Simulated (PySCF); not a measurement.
# Cl+: excitation energies in dyall-av3z

Each state of chlorine is computed at each level; their differences give the excitation energy. How far do the methods differ?

Program: PySCF 2.14.0. Level of theory: unrestricted determinants in a Gaussian basis, no spin-orbit coupling in the energies. These are calculated values, not measurements, unless marked.

### 1 Starting point

| Property | Result |
| --- | --- |
| Element | chlorine (Z = 17) |
| Basis | dyall-av3z |
| Hamiltonian | no relativity, point nucleus |
| State 1 | Cl+: [Ne] 3s2 3p3 3d1, high-spin 5D determinant (an excited configuration) |
| State 2 | Cl+: [Ne] 3s1 3p5, high-spin 3P determinant (an excited configuration) |
| Needed too, but not shown | Cl+ [Ne] 3s2 3p4 (3P) |
| Methods | CCSD(T) |
| Core shells frozen in the correlated runs | valence: [Ne] (for Cl+) |

Outer shells as boxes (Hund's rule):

Cl+ [Ne] 3s2 3p3 3d1
```
[Ne] core
3s [↑↓]
3p [↑ ][↑ ][↑ ]
3d [↑ ][  ][  ][  ][  ]
```

Cl+ [Ne] 3s1 3p5
```
[Ne] core
3s [↑ ]
3p [↑↓][↑↓][↑ ]
```

The runs were made by one driver on top of PySCF. The scripts below sum up each run's settings (the driver also hands on starting orbitals that pick excited configurations, and frozen orbitals as a list rather than a count), and the logs come from the driver's own runs. The driver starts from symmetry-adapted Hartree-Fock orbitals, holds the occupation by maximum overlap and uses a logarithmic radial grid for functionals, so a plain start would take other cycles.

The integrals over 84 functions and the set-up took 0.71 s of CPU time.

### 2 Cl+ [Ne] 3s2 3p3 3d1: CCSD(T) (valence)

CCSD(T) (valence):

The input, input.py:

```python
from pyscf import gto, scf, dft, mp, cc
import basis_set_exchange as bse
mol = gto.M(atom="Cl 0 0 0", charge=1, spin=4, symmetry="D2h",
            basis=gto.basis.parse(bse.get_basis("dyall-av3z", elements=["Cl"], fmt="nwchem")))
mf = scf.UHF(mol)
mf.irrep_nelec = {'Ag': (3, 3), 'B1g': (1, 0), 'B1u': (2, 1), 'B2u': (2, 1), 'B3u': (2, 1)}
mf.kernel()
mycc = cc.CCSD(mf, frozen=5).run()
mycc.ccsd_t()
```

### 3 Cl+ [Ne] 3s1 3p5: CCSD(T) (valence)

CCSD(T) (valence):

The input, input.py:

```python
from pyscf import gto, scf, dft, mp, cc
import basis_set_exchange as bse
mol = gto.M(atom="Cl 0 0 0", charge=1, spin=2, symmetry="D2h",
            basis=gto.basis.parse(bse.get_basis("dyall-av3z", elements=["Cl"], fmt="nwchem")))
mf = scf.UHF(mol)
mf.irrep_nelec = {'Ag': (3, 2), 'B1u': (2, 2), 'B2u': (2, 2), 'B3u': (2, 1)}
mf.kernel()
mycc = cc.CCSD(mf, frozen=5).run()
mycc.ccsd_t()
```

Q: Predict the outcome of this session.

The runs gave:

| quantity | value |
| --- | --- |
| excitation energy, Cl+ → [Ne] 3s2 3p3 3d1 | UHF 13.540, CCSD(T) (valence) 14.254 eV; reference 13.633 |
| excitation energy, Cl+ → [Ne] 3s1 3p5 | UHF 14.287, CCSD(T) (valence) 11.700 eV; reference 11.573 |

Each level's miss (mean over 2 differences):

```tsv
method	mean absolute miss against the measured values (with the measured fine structure taken into account where it is known) (eV)
UHF	1.403
MP2 (valence)	0.968
SCS-MP2 (valence)	0.982
CCSD (valence)	0.546
CCSD(T) (valence)	0.374
```

CCSD(T) (valence) lands nearest to the measured values (mean absolute error over 2 measured values 0.37 eV); UHF misses by most (1.40 eV). The basis is finite, and no extrapolation was made.
